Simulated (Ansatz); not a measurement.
**C2H10InP: small, medium and large basis sets**

How large a basis does C2H10InP need? Two functionals are run in growing sets.

Method: one geometry, several basis sets; program: Ansatz 0.2.0, Gaussian basis.

Levels to be run: PBE0-D4/def2-SVP; ωB97M-V/def2-SVP; PBE0-D4/def2-QZVPP; ωB97M-V/def2-QZVPP; the functionals' def2-TZVPP values are taken from earlier runs.

### Step 1. Structure used throughout

An earlier PBE0-D4 in a triple-zeta def2 set relaxation fixed the geometry. In takes the def2 core potential; no spin-orbit term is included.

SMILES `[CH3][InH-]([CH3])[PH3+]`, 14 atoms, charge 0, spin multiplicity 1.

Atoms are counted from 1 here; the program's logs count them from 0.

Bond lengths: C1–In2 2.172 Å, C1–H5 1.092 Å, C1–H6 1.093 Å, C1–H7 1.091 Å, In2–C3 2.172 Å, In2–P4 2.841 Å, In2–H8 1.742 Å, C3–H9 1.093 Å, C3–H10 1.092 Å, C3–H11 1.091 Å, P4–H12 1.412 Å, P4–H13 1.413 Å, P4–H14 1.412 Å. Angles: In2–C1–H5 111.2°, In2–C1–H6 109.5°, In2–C1–H7 111.5°, H5–C1–H6 107.8°, H5–C1–H7 108.9°, H6–C1–H7 107.8°, C1–In2–C3 119.2°, C1–In2–P4 95.9°, C1–In2–H8 119.2°, C3–In2–P4 96.0°, C3–In2–H8 119.2°, P4–In2–H8 93.4°, In2–C3–H9 109.5°, In2–C3–H10 111.2°, In2–C3–H11 111.5°, H9–C3–H10 107.8°, H9–C3–H11 107.8°, H10–C3–H11 108.9° and more.

### Step 2. PBE0-D4 in def2-SVP

in.yaml reads:

```yaml
crystal:
  periodic: [false, false, false]
  atoms:
    - {symbol: C, position_ang: [-1.015705, 1.677873, -0.983620]}
    - {symbol: In, position_ang: [-0.163319, 0.647439, 0.727436]}
    - {symbol: C, position_ang: [1.989765, 0.389275, 0.844280]}
    - {symbol: P, position_ang: [-0.725153, -1.978461, -0.200936]}
    - {symbol: H, position_ang: [-0.476608, 1.433768, -1.900982]}
    - {symbol: H, position_ang: [-0.944956, 2.757566, -0.830971]}
    - {symbol: H, position_ang: [-2.069992, 1.428417, -1.115634]}
    - {symbol: H, position_ang: [-1.122876, 0.454118, 2.168718]}
    - {symbol: H, position_ang: [2.445864, 1.304111, 1.230413]}
    - {symbol: H, position_ang: [2.418252, 0.191641, -0.140134]}
    - {symbol: H, position_ang: [2.258305, -0.426716, 1.517498]}
    - {symbol: H, position_ang: [-0.365213, -3.096551, 0.583072]}
    - {symbol: H, position_ang: [-0.181806, -2.444037, -1.419106]}
    - {symbol: H, position_ang: [-2.059457, -2.367642, -0.451237]}
basis:
  gaussian: {orbitals: def2-SVP}
hamiltonian: {xc: pbe0, dispersion: d4}
output: {orbitals: {seedname: orbitals}}
```

Command:

```console
ansatz run in.yaml --threads 4 --pin off --events-out ev --progress --plain --max-ram 11315MiB
```

After this run come: ωB97M-V in def2-SVP; PBE0-D4 in def2-QZVPP; ωB97M-V in def2-QZVPP.

Q: Predict the results of all the runs planned. Wanted: PBE0-D4: double and triple zeta above quadruple; ωB97M-V: double and triple zeta above quadruple.

**Answer**, as computed:

| quantity | value |
| --- | --- |
| PBE0-D4: double and triple zeta above quadruple | 6.47, 0.49 eV |
| ωB97M-V: double and triple zeta above quadruple | 6.70, 0.47 eV |

What this shows: For PBE0-D4 the step from double to triple zeta gains 5.99 eV and the next only 0.49 eV. Total energies overstate the basis error of differences, where much of it tends to cancel. The LUMO of ωB97M-V is positive and keeps falling with the basis (1.71 to 0.83 eV): an unbound level that the basis holds in place.
